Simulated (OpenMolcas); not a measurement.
# Ru⁴⁺ among point charges: CASSCF and CASPT2 levels and susceptibility

Aim: the splitting of the states of Ru⁴⁺ in the field of 6 point charges, its lowest levels with spin-orbit coupling and its magnetic susceptibility.

Program: OpenMolcas 26.06. Level of theory: state-averaged CASSCF and CASPT2, spin-orbit coupling by RASSI with atomic mean-field integrals. These are calculated values, not measurements, unless marked.

**1. The system**

```
Species                           : Ru⁴⁺ (ruthenium, Z = 44, 40 electrons)
Basis                             : ANO-RCC-VDZP [6s5p3d1f], 43 functions
Scalar Hamiltonian                : DKH2, point nucleus
Inactive shells                   : 1s 2s 2p 3s 3p 3d 4s 4p
Active space                      : 4 electrons in 5 orbitals (4d)
Some configurations of this space : 4d4
Orbitals                          : optimised for each spin and parity, averaged over all roots
```

The outer shells:

4d4
```
4d [↑ ][↑ ][↑ ][↑ ][  ]
```

The ion sits among 6 point charges of -1.5 e arranged as an octahedron (Oh), 2.13 Å from the ion.

The work runs as a chain of OpenMolcas steps in one folder; each step below is one input file. Labels, J, g values, rates, χT and fits are worked out afterwards by a script from the matrices that RASSI stores. The input lists half of the charges; inversion (Group=XYZ) makes the rest.

**2. One- and two-electron integrals**

a.inp reads:

```
&GATEWAY
Coord
1

Ru 0.0 0.0 0.0
Basis=ANO-RCC-VDZP
Group=XYZ
NoMove
AngMom=0.0 0.0 0.0
AMFI
XField
3 Angstrom 0
2.130000 0.000000 0.000000 -1.500000
0.000000 2.130000 0.000000 -1.500000
0.000000 0.000000 2.130000 -1.500000
&SEWARD
```

Run with:

```sh
OMP_NUM_THREADS=1 MOLCAS_MEM=1689 MOLCAS_PROJECT=a pymolcas a.inp > a.log
```

**3. Reference wave functions, quintets of even parity, 5 roots**

a.inp reads:

```
&RASSCF
FileOrb=start.orb
Symmetry=1
Spin=5
nActEl=4 0 0
Inactive=9 9
Ras2=5 0
CIRoot=5 5 1
SDav=5
CIMx=300
Iter=120 100
PrWF=0.3
OrbListing=Nothing
MaxOrb=0
>>> COPY $Project.JobIph JOB001
```

start.orb holds the contracted functions of the basis, ordered by shell, or the orbitals of the step before.

**4. Reference wave functions, triplets of even parity, 45 roots**

a.inp reads:

```
&RASSCF
FileOrb=start.orb
Symmetry=1
Spin=3
nActEl=4 0 0
Inactive=9 9
Ras2=5 0
CIRoot=45 45 1
SDav=45
CIMx=300
Iter=120 100
PrWF=0.3
OrbListing=Nothing
MaxOrb=0
>>> COPY $Project.JobIph JOB002
```

**5. CASSCF: singlets of even parity, 50 roots**

a.inp reads:

```
&RASSCF
FileOrb=start.orb
Symmetry=1
Spin=1
nActEl=4 0 0
Inactive=9 9
Ras2=5 0
CIRoot=50 50 1
SDav=50
CIMx=300
Iter=120 100
PrWF=0.3
OrbListing=Nothing
MaxOrb=0
>>> COPY $Project.JobIph JOB003
```

**6. RASSI: spin-orbit coupling between the states**

a.inp reads:

```
&RASSI
NrOfJobIphs=3 5 45 50
1 2 3 4 5
1 2 3 4 5 6 7 8 9 10 11 12 13 14 15 16 17 18 19 20 21 22 23 24 25 26 27
28 29 30 31 32 33 34 35 36 37 38 39 40 41 42 43 44 45
1 2 3 4 5 6 7 8 9 10 11 12 13 14 15 16 17 18 19 20 21 22 23 24 25 26 27
28 29 30 31 32 33 34 35 36 37 38 39 40 41 42 43 44 45 46 47 48 49 50
IphNames
JOB001
JOB002
JOB003
EJob
SpinOrbit
DIPRint=1.0
SOCoupling=1000.0
Subsets=2
Property=9
'ANGMOM' 1 'ANGMOM' 2 'ANGMOM' 3 'MLTPL  1' 1 'MLTPL  1' 2 'MLTPL  1' 3
'AMFI' 1 'AMFI' 2 'AMFI' 3
SOProperty=3
'ANGMOM' 1 'ANGMOM' 2 'ANGMOM' 3
```

**7. CASPT2: IPEA 0.25, imaginary shift 0.1 (closed shells correlated: 4s 4p)**

a.inp reads:

```
>>> COPY JOB001 $Project.JobIph
&CASPT2
Multistate=5 1 2 3 4 5
NoMult
Frozen=8 6
IPEA=0.25
Imaginary=0.1
MaxIter=60
WThr=0.0 0.3 0.05
PrWF=0.5
NoMix
>>> COPY JOB002 $Project.JobIph
&CASPT2
Multistate=45 1 2 3 4 5 6 7 8 9 10 11 12 13 14 15 16 17 18 19 20 21 22
23 24 25 26 27 28 29 30 31 32 33 34 35 36 37 38 39 40 41 42 43 44 45
NoMult
Frozen=8 6
IPEA=0.25
Imaginary=0.1
MaxIter=60
WThr=0.0 0.3 0.05
PrWF=0.5
NoMix
>>> COPY JOB003 $Project.JobIph
&CASPT2
Multistate=50 1 2 3 4 5 6 7 8 9 10 11 12 13 14 15 16 17 18 19 20 21 22
23 24 25 26 27 28 29 30 31 32 33 34 35 36 37 38 39 40 41 42 43 44 45 46
47 48 49 50
NoMult
Frozen=8 6
IPEA=0.25
Imaginary=0.1
MaxIter=60
WThr=0.0 0.3 0.05
PrWF=0.5
NoMix
```

(Steps that only read results are left out.)

What does the calculation give? Wanted: spin-free ground state; first state of the same spin within the active space; lowest level; next level.

The runs gave:

| quantity | value |
| --- | --- |
| method | SS-CASPT2, IPEA 0.25, imaginary shift 0.1 (closed shells correlated: 4s 4p) |
| spin-free ground state | 5E, 2-fold in its orbital part |
| first state of the same spin within the active space | 5T2 at 4440 cm⁻¹ |
| lowest level | 1-fold A1 |
| next level | 324.6 cm⁻¹ |
| χT at 300 K | 1.48 cm³ K/mol |
| effective moment at 300 K | 3.44 μB |

Cost by method:

```tsv
method	time of its own steps	time with the reference
A. CASSCF	20 s	20 s
B. SS-CASPT2, IPEA 0.25, imaginary shift 0.1, +4s 4p	5.2 s	25 s
```

Times are of one thread on a shared host.

In words: The spin-free ground state (5E) comes to 100 % from free-ion D terms and keeps the highest spin of the shell. χT at 300 K is 1.48, against 3.01 cm³ K/mol for the spin alone, so spin-orbit coupling lowers it. An active space of the d shell alone favours high spin; real ions in strong fields can be low spin. A ligand-field fit to the states below 45000 cm-1 gives 10Dq = 4504 cm-1, B = 757 cm-1 and C = 3716 cm-1 (C/B = 4.91), with a deviation of 420 cm-1. CASPT2 does not keep the components of a term degenerate, and the means are used. An orbital doublet at a regular site is open to a Jahn-Teller distortion, which this geometry leaves out. The field of point charges can differ much from that of real complexes. With metal d orbitals alone active, the gaps between spin states are rough; where two lie within a few thousand cm-1, their order is open. Point charges carry no covalency, so the field is a model and not that of real ligands.
